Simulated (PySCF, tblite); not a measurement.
**C₆H₁₂O₂Si: geometry, infrared bands and NMR shifts**

Wanted: the infrared bands and NMR shifts of C₆H₁₂O₂Si (`CC[C@H]1COCC(=O)[SiH2]1`), by calculation.

Programs: tblite 0.8.0 and PySCF 2.14.0, with density-fitted response routines of our own. Each step states its level of theory. These are calculated values for one molecule in the gas phase, unless marked as measured. Atoms count from 0, in the outputs and in this text.

**1. Starting geometry**

21 atoms, charge 0, multiplicity 1; geometry from: force field or distance geometry start.

Bonds of the start (Å): C0–C1 1.52, C1–C2 1.56, C2–C3 1.54, C3–O4 1.44, O4–C5 1.41, C5–C6 1.52, C6–O7 1.23, C6–Si8 1.88, Si8–C2 1.92, C0–H9 1.11, C0–H10 1.10, C0–H11 1.09, C1–H12 1.09, C1–H13 1.09, C2–H14 1.09, C3–H15 1.08, C3–H16 1.09, C5–H17 1.10, C5–H18 1.10, Si8–H19 1.49, Si8–H20 1.49.

**2. Relaxing the molecule with GFN2-xTB**

The job: settings as JSON, then the geometry in Å.

```
{"job": {"kind": "relax", "xc": "GFN2-xTB", "basis": "xTB"}, "charge": 0, "multiplicity": 1}
C     -2.804200     0.199700     0.610600
C     -1.755900     0.383500    -0.478100
C     -0.413100    -0.337300    -0.147800
C      0.464700    -0.382200    -1.417600
O      1.623900    -1.189700    -1.154300
C      2.667300    -0.496500    -0.498700
C      2.383200    -0.037700     0.917600
O      3.223500     0.109100     1.809100
Si     0.606500     0.442200     1.281800
H     -3.758600     0.656500     0.291700
H     -3.004200    -0.859900     0.804600
H     -2.525400     0.677700     1.552700
H     -1.590200     1.451200    -0.630000
H     -2.157300    -0.028600    -1.404000
H     -0.629200    -1.356700     0.166300
H      0.748600     0.606000    -1.763300
H     -0.083200    -0.881600    -2.214400
H      3.520300    -1.191400    -0.445700
H      2.984300     0.372900    -1.085700
H      0.423300     1.924500     1.219600
H      0.066800    -0.044900     2.585000
```

Started as:

```sh
OMP_NUM_THREADS=1 python probes_run.py task.json out
```

This one command runs all jobs of the session in turn.

What it wrote:

```text
step      E/eV     max force
  0    -783.42352    1.826
  1    -783.52159    2.054
  2    -783.57390    0.576
  3    -783.59691    0.486
  4    -783.61137    0.228
  5    -783.61701    0.218
  6    -783.62467    0.169
  7    -783.62809    0.161
  8    -783.63014    0.091
  9    -783.63133    0.079
 10    -783.63265    0.094
 11    -783.63402    0.119
 12    -783.63546    0.110
 13    -783.63663    0.066
 14    -783.63739    0.052
 15    -783.63786    0.047
 16    -783.63818    0.045
 17    -783.63845    0.033
 18    -783.63867    0.025
 19    -783.63883    0.025
 20    -783.63896    0.025
 21    -783.63909    0.027
 22    -783.63926    0.035
 23    -783.63950    0.040
 24    -783.63980    0.044
 25    -783.64009    0.049
 26    -783.64033    0.041
 27    -783.64057    0.037
 28    -783.64087    0.047
 29    -783.64126    0.054
 30    -783.64169    0.052
 31    -783.64206    0.038
 32    -783.64234    0.032
 33    -783.64260    0.039
 34    -783.64285    0.040
 35    -783.64305    0.037
 36    -783.64323    0.028
 37    -783.64341    0.034
 38    -783.64362    0.043
 39    -783.64382    0.040
 40    -783.64395    0.027
 41    -783.64405    0.024
 42    -783.64416    0.026
 43    -783.64431    0.041
 44    -783.64447    0.040
 45    -783.64460    0.026
 46    -783.64471    0.030
 47    -783.64483    0.033
 48    -783.64496    0.031
 49    -783.64507    0.023
 50    -783.64515    0.022
 51    -783.64523    0.026
 52    -783.64532    0.025
 53    -783.64541    0.020
 54    -783.64550    0.025
 55    -783.64559    0.027
 56    -783.64570    0.031
 57    -783.64583    0.032
 58    -783.64595    0.023
 59    -783.64604    0.019
 60    -783.64612    0.025
 61    -783.64621    0.028
 62    -783.64632    0.029
 63    -783.64642    0.021
 64    -783.64651    0.020
 65    -783.64661    0.029
 66    -783.64670    0.025
 67    -783.64677    0.018
 68    -783.64682    0.013
 69    -783.64686    0.015
 70    -783.64689    0.016
 71    -783.64694    0.012
 72    -783.64697    0.013
 73    -783.64700    0.010
 74    -783.64703    0.012
 75    -783.64706    0.012
 76    -783.64709    0.011
 77    -783.64711    0.011
 78    -783.64713    0.009
```

Wall time 0.66 s (1 thread of Arm Neoverse V1, shared host).

The steps of the relaxation: (not every step is listed)

```csv
step,energy from step 0 (eV),largest force (eV/Å)
0,0.0000,1.8263
1,-0.0981,2.0539
2,-0.1504,0.5759
3,-0.1734,0.4860
4,-0.1878,0.2275
5,-0.1935,0.2179
6,-0.2011,0.1694
7,-0.2046,0.1614
8,-0.2066,0.0915
14,-0.2139,0.0516
20,-0.2154,0.0247
26,-0.2168,0.0411
32,-0.2188,0.0318
38,-0.2201,0.0425
44,-0.2209,0.0403
50,-0.2216,0.0220
56,-0.2222,0.0309
62,-0.2228,0.0285
68,-0.2233,0.0131
73,-0.2235,0.0102
74,-0.2235,0.0124
75,-0.2235,0.0124
76,-0.2236,0.0112
77,-0.2236,0.0106
78,-0.2236,0.0094
```

Close pairs (by a distance rule), those that changed most:

```csv
bond,before (Å),after (Å),change (Å)
C6–Si8,1.876,1.924,+0.048
Si8–H20,1.492,1.461,-0.031
C1–C2,1.559,1.529,-0.031
Si8–H19,1.495,1.469,-0.026
C3–O4,1.437,1.411,-0.026
C6–O7,1.234,1.209,-0.025
C0–H9,1.105,1.087,-0.018
C3–H15,1.085,1.100,+0.016
```

The next job starts from the end point, and lists it.

**3. Vibrational analysis with GFN2-xTB**

The job: settings as JSON, then the geometry in Å.

```
{"job": {"kind": "ir", "xc": "GFN2-xTB", "basis": "xTB"}, "charge": 0, "multiplicity": 1}
C     -2.765119     0.298850     0.626061
C     -1.763106     0.340219    -0.518345
C     -0.466661    -0.393035    -0.174916
C      0.472729    -0.432879    -1.388132
O      1.656848    -1.157686    -1.134190
C      2.673592    -0.445847    -0.479856
C      2.337183     0.003659     0.929663
O      3.202890     0.192910     1.752334
Si     0.482441     0.352247     1.305136
H     -3.690704     0.791898     0.338613
H     -2.993051    -0.730086     0.893752
H     -2.364655     0.799674     1.504445
H     -1.538465     1.379838    -0.767467
H     -2.211060    -0.119807    -1.404048
H     -0.720506    -1.433933     0.053521
H      0.714491     0.588634    -1.718323
H     -0.008675    -0.956170    -2.221568
H      3.547048    -1.103333    -0.466525
H      2.937207     0.465943    -1.045667
H      0.354506     1.815542     1.320319
H      0.134147    -0.239694     2.594721
```

What it wrote:

```text
mode    cm-1     km/mol
  1      36.4      3.18
  2      81.2      1.15
  3     104.5      2.01
  4     175.2      1.87
  5     218.3      1.90
  6     235.1     13.31
  7     281.6      5.29
  8     308.0      8.12
  9     340.7      1.70
 10     377.8     10.49
 11     410.3      7.43
 12     445.8     16.99
 13     498.5     44.48
 14     546.3      3.23
 15     594.8     17.97
 16     615.0      5.80
 17     656.5     23.63
 18     708.6    244.45
 19     751.5    215.83
 20     834.3      1.81
 21     871.6      7.17
 22     942.8     15.47
 23     962.1      9.61
 24     989.9     12.91
 25    1051.2     14.85
 26    1058.7     16.95
 27    1080.0     16.56
 28    1114.5      5.61
 29    1122.7     73.07
 30    1139.8     14.00
 31    1169.4     10.17
 32    1238.8      2.00
 33    1247.7      7.45
 34    1273.1      1.27
 35    1286.5      9.30
 36    1309.9      2.18
 37    1341.0     20.53
 38    1345.8      1.10
 39    1409.1     15.73
 40    1416.0      3.13
 41    1472.6      0.87
 42    1500.3      4.61
 43    1500.9      0.85
 44    1505.2      1.15
 45    1736.4    230.50
 46    2224.6    251.14
 47    2290.6    268.88
 48    2811.5     32.76
 49    2862.5     53.17
 50    2928.3     38.01
 51    2935.1     25.30
 52    2951.0     59.31
 53    2965.7     13.60
 54    2974.5     43.71
 55    3033.9     55.87
 56    3036.8     44.12
 57    3041.4     21.78
```

It took 0.96 s on 1 thread of Arm Neoverse V1, shared host.

The strongest bands and the atoms that carry them (share of the mass-weighted mode):

```csv
cm⁻¹,km/mol,atoms
709,244.4,"H19 29 %, Si8 28 %, H20 23 %"
752,215.8,"H19 48 %, H20 45 %"
1123,73.1,"O4 39 %, C5 27 %, C3 17 %"
1736,230.5,"C6 60 %, O7 40 %"
2225,251.1,H19 97 %
2291,268.9,H20 97 %
2951,59.3,"H13 75 %, H12 13 %"
3034,55.9,"H11 76 %, H10 13 %"
```

**4. Nuclear shieldings: PBE0/pcSseg-1**

The job, as its differences from that of step 3:

```diff
@@ -1,2 +1,2 @@
-{"job": {"kind": "ir", "xc": "GFN2-xTB", "basis": "xTB"}, "charge": 0, "multiplicity": 1}
+{"job": {"kind": "nmr", "xc": "PBE0", "basis": "pcSseg-1"}, "charge": 0, "multiplicity": 1}
 C     -2.765119     0.298850     0.626061
```

With the program's defaults for keys left out, this is: GIAO PBE0/pcSseg-1 NMR shielding, non-relativistic, gas phase.

What it wrote:

```text
coarse grid: 17752 points
cycle   1  E = -674.9114026131  dE =  1.179e+00  |g| = 9.133e-01  |ddm| = 4.079e+00
cycle   2  E = -674.4553883192  dE =  4.560e-01  |g| = 1.781e+00  |ddm| = 2.189e+00
cycle   3  E = -675.0659982944  dE = -6.106e-01  |g| = 2.391e-01  |ddm| = 1.635e+00
cycle   4  E = -675.0768987070  dE = -1.090e-02  |g| = 9.108e-02  |ddm| = 2.742e-01
cycle   5  E = -675.0783341766  dE = -1.435e-03  |g| = 2.361e-02  |ddm| = 8.436e-02
cycle   6  E = -675.0784393116  dE = -1.051e-04  |g| = 7.141e-03  |ddm| = 2.240e-02
cycle   7  E = -675.0784493692  dE = -1.006e-05  |g| = 1.702e-03  |ddm| = 6.754e-03
cycle   8  E = -675.0784499713  dE = -6.021e-07  |g| = 6.290e-04  |ddm| = 2.212e-03
final grid: 166056 points
cycle   9  E = -675.1550962443  dE = -2.886e-05  |g| = 1.569e-02  |ddm| = 3.224e-02
cycle  10  E = -675.1549951391  dE =  1.011e-04  |g| = 2.803e-02  |ddm| = 2.951e-02
cycle  11  E = -675.1551415814  dE = -1.464e-04  |g| = 3.660e-03  |ddm| = 2.017e-02
cycle  12  E = -675.1551441854  dE = -2.604e-06  |g| = 5.074e-04  |ddm| = 2.691e-03
cycle  13  E = -675.1551442273  dE = -4.196e-08  |g| = 1.956e-04  |ddm| = 6.517e-04
cycle  14  E = -675.1551442352  dE = -7.869e-09  |g| = 2.932e-05  |ddm| = 2.109e-04
cycle  15  E = -675.1551442354  dE = -1.814e-10  |g| = 1.145e-05  |ddm| = 4.532e-05
converged SCF energy = -675.1551442354

GIAO shielding tensors (ppm)
atom      isotropic    diamagn.    paramagn.     s11        s22        s33       span
  0 C      171.178     246.944     -75.767    160.457    167.147    185.929     25.472
  1 C      160.686     247.358     -86.672    154.261    155.848    171.948     17.687
  2 C      153.684     255.059    -101.374    129.556    154.329    177.168     47.612
  3 C      109.343     247.198    -137.855     77.870     93.864    156.297     78.427
  4 O      291.345     396.442    -105.097    259.865    284.889    329.280     69.414
  5 C       97.362     245.401    -148.039     84.221     87.587    120.278     36.057
  6 C      -62.865     257.779    -320.644   -179.978   -104.746     96.128    276.106
  7 O     -524.997     395.171    -920.168  -1473.990   -483.499    382.498   1856.488
  8 Si     416.684     882.201    -465.517    368.367    399.993    481.693    113.326
  9 H       30.376      27.310       3.066     25.633     27.362     38.134     12.500
 10 H       30.791      29.617       1.174     26.668     28.822     36.882     10.213
 11 H       30.824      30.020       0.804     25.809     30.680     35.983     10.175
 12 H       30.547      32.144      -1.596     26.320     29.786     35.536      9.216
 13 H       30.135      31.313      -1.178     24.909     29.396     36.100     11.190
 14 H       30.056      34.432      -4.375     26.728     29.620     33.821      7.093
 15 H       28.321      32.275      -3.954     23.838     29.750     31.377      7.539
 16 H       27.158      30.963      -3.805     22.444     28.298     30.733      8.289
 17 H       27.401      27.573      -0.172     23.208     26.227     32.767      9.559
 18 H       27.910      28.327      -0.417     24.519     26.421     32.791      8.272
 19 H       27.850      30.437      -2.587     24.726     26.530     32.293      7.567
 20 H       27.500      30.271      -2.771     23.578     25.986     32.937      9.359
```

It took 51 s on 1 thread of Arm Neoverse V1, shared host; peak memory 1.1 GiB.

The references, computed at this level on geometries of the same kind, shield at (ppm): ¹H TMS 31.72, ¹³C TMS 186.9, ²⁹Si TMS 349.2, ¹⁷O H2O 336.1. Their shielding less the atom's gives the shift. The references are single molecules in the gas phase, so shifts against H2O, NH3, PH3, H3PO4 or CFCl3 are not on the usual liquid scales and can be off by tens of ppm. Atoms listed in one row are averaged.

```csv
atoms,environment,σ (ppm),δ (ppm),δ scaled to CDCl3
C6,carbonyl carbon,-62.9,249.8,241.9
C5,"sp3 CH2 bonded to O, α to a carbonyl",97.4,89.6,85.5
C3,sp3 CH2 bonded to O,109.3,77.6,73.8
C2,sp3 CH bonded to Si,153.7,33.2,30.5
C1,sp3 CH2,160.7,26.2,23.7
C0,methyl carbon,171.2,15.7,13.5
H16,hydrogen on an sp3 CH2 bonded to O,27.16,4.56,4.40
H17,"hydrogen on an sp3 CH2 bonded to O, α to a carbonyl",27.40,4.32,4.17
H20,"hydrogen on a silicon bonded to 2 C, in a 6-membered ring",27.50,4.22,–
H19,"hydrogen on a silicon bonded to 2 C, in a 6-membered ring",27.85,3.87,–
H18,"hydrogen on an sp3 CH2 bonded to O, α to a carbonyl",27.91,3.81,3.69
H15,hydrogen on an sp3 CH2 bonded to O,28.32,3.40,3.31
H14,hydrogen on an sp3 CH bonded to Si,30.06,1.66,1.67
H13,hydrogen on an sp3 CH2,30.13,1.58,1.60
H12,hydrogen on an sp3 CH2,30.55,1.17,1.21
"H9, H10, H11",hydrogen on a methyl carbon,30.66,1.05,1.10
O7,carbonyl oxygen,-525.0,861.1,–
O4,ether oxygen,291.3,44.7,–
Si8,"silicon bonded to 2 C, 2 H, in a 6-membered ring",416.7,-67.5,–
```

The scaled column applies a straight-line fit of computed shieldings to shifts measured in CDCl3 (root-mean-square error 0.16 ppm for H, 1.9 ppm for C).

The run also stored atomic charges by several schemes (e):

```csv
atoms,Mulliken,IAO,Hirshfeld,ESP fit
C0,-0.26,-0.41,-0.11,-0.25
C1,-0.23,-0.24,-0.07,0.10
C2,-0.59,-0.39,-0.12,-0.07
C3,0.12,-0.05,0.00,-0.13
O4,-0.51,-0.39,-0.14,-0.31
C5,0.09,-0.11,-0.01,-0.15
C6,-0.05,0.14,0.07,0.49
O7,-0.35,-0.38,-0.22,-0.47
Si8,0.63,0.66,0.32,0.16
```

Mayer bond orders: C0–C1 1.06, C1–C2 1.00, C2–C3 1.01, C3–O4 0.92, O4–C5 0.94, C5–C6 0.92, C6–O7 1.94, C6–Si8 0.82, Si8–C2 0.85.

Ring of atoms C2, C3, O4, C5, C6, Si8: NICS(0) 2.0, NICS(1) -0.5, NICS(1)zz 2.3 ppm (means of both faces).

**5. Outcome**

```
                                                              quantity                                                           value
                             strongest single infrared mode (GFN2-xTB)                                           2291 cm⁻¹, 269 km/mol
                                          zero-point energy (GFN2-xTB)                                                  104.9 kcal/mol
                                ¹³C shifts against TMS (PBE0/pcSseg-1)                         249.8, 89.6, 77.6, 33.2, 26.2, 15.7 ppm
¹H shifts against TMS (PBE0/pcSseg-1, means over atoms taken as alike)  4.56, 4.32, 4.22, 3.87, 3.81, 3.40, 1.66, 1.58, 1.17, 1.05 ppm
                                ¹⁷O shifts against H2O (PBE0/pcSseg-1)                                                 861.1, 44.7 ppm
                               ²⁹Si shifts against TMS (PBE0/pcSseg-1)                                                       -67.5 ppm
```

**Reading.** The optimisation took 78 steps and gained 0.224 eV; among the close pairs (by a distance rule), C6–Si8 changed most, from 1.876 to 1.924 Å. All 57 modes are real, so the xTB geometry is a minimum. The strongest single mode, at 2291 cm⁻¹, moves mainly H20. Unscaled tight-binding wavenumbers are off by several per cent, some by more. Its intensities can rank the bands wrongly. At PBE0/pcSseg-1: The widest tensor belongs to O7: span 1856 ppm, with a paramagnetic part of -920 ppm.
